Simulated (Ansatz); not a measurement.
# CH7ClSi2: the cost of one run

Program: Ansatz 0.2.0. Level of theory: RKS B3LYP/def2-SVP. These are calculated values, not measurements.

**1. The structure to begin with**

Bond lengths: Si1–C2 2.070 Å, C2–H3 1.110 Å, C2–H4 1.110 Å, C2–H5 1.110 Å, Si1–H6 1.660 Å, Si1–Si7 2.218 Å, Si7–H8 1.460 Å, Si7–H9 1.460 Å, Si7–H10 1.460 Å, Si1–Cl11 2.128 Å. Angles (14 of 18 angles, heavy atoms first): C2–Si1–Si7 122.7°, C2–Si1–Cl11 122.7°, Si7–Si1–Cl11 109.5°, Si1–C2–H3 76.8°, Si1–C2–H4 131.6°, Si1–C2–H5 113.2°, C2–Si1–H6 46.7°, H6–Si1–Si7 121.2°, H6–Si1–Cl11 121.2°, Si1–Si7–H8 109.5°, Si1–Si7–H9 109.5°, Si1–Si7–H10 109.5°, H3–C2–H4 109.4°, H3–C2–H5 109.4°.

Coordinates:

```xyz
11

Si    0.0000    0.0000    0.0000
C     1.1598    0.0000    1.7145
H     0.1602   -0.3092    2.0850
H     1.9274   -0.7111    2.0850
H     1.3918    1.0203    2.0850
H     1.6388    0.0000    0.2650
Si   -1.0456    1.8115   -0.7393
H    -2.4302    1.4780   -1.0607
H    -1.0215    2.8436    0.2931
H    -0.3743    2.3069   -1.9374
Cl   -1.0032   -1.7381   -0.7093
```

**2. Pulling towards end A**

Springs on the bonds that form and break draw the guess towards this end; the thresholds are loose.

File input.yaml:

```yaml
crystal:
  periodic: [false, false, false]
  atoms:
    - { symbol: Si, position_ang: [0.0, 0.0, 0.0] }
    - { symbol: C, position_ang: [1.1598, 0.0, 1.7145] }
    - { symbol: H, position_ang: [0.1602, -0.3092, 2.085] }
    - { symbol: H, position_ang: [1.9274, -0.7111, 2.085] }
    - { symbol: H, position_ang: [1.3918, 1.0203, 2.085] }
    - { symbol: H, position_ang: [1.6388, 0.0, 0.265] }
    - { symbol: Si, position_ang: [-1.0456, 1.8115, -0.7393] }
    - { symbol: H, position_ang: [-2.4302, 1.478, -1.0607] }
    - { symbol: H, position_ang: [-1.0215, 2.8436, 0.2931] }
    - { symbol: H, position_ang: [-0.3743, 2.3069, -1.9374] }
    - { symbol: Cl, position_ang: [-1.0032, -1.7381, -0.7093] }
basis:
  gaussian: { orbitals: def2-SVP }
hamiltonian:
  xc: b3lyp
relax:
  f_tol: 0.15
  max_steps: 25
  restrain:
    - { distance: [1, 5], at: 2.31, k: 30.0 }
    - { distance: [0, 1], at: 1.87, k: 30.0 }
    - { distance: [0, 5], at: 1.46, k: 30.0 }
```

Started as:

```sh
$ ansatz run input.yaml --threads 2 --pin off --max-ram 3072MiB --backend cpu --events-out ev --progress --plain --runs-dir out
```

**Question.** How long does this run take on 2 threads of Arm Neoverse N1, shared host, and how much memory does it need?

About 53 s, with a peak of 0.22 GiB.
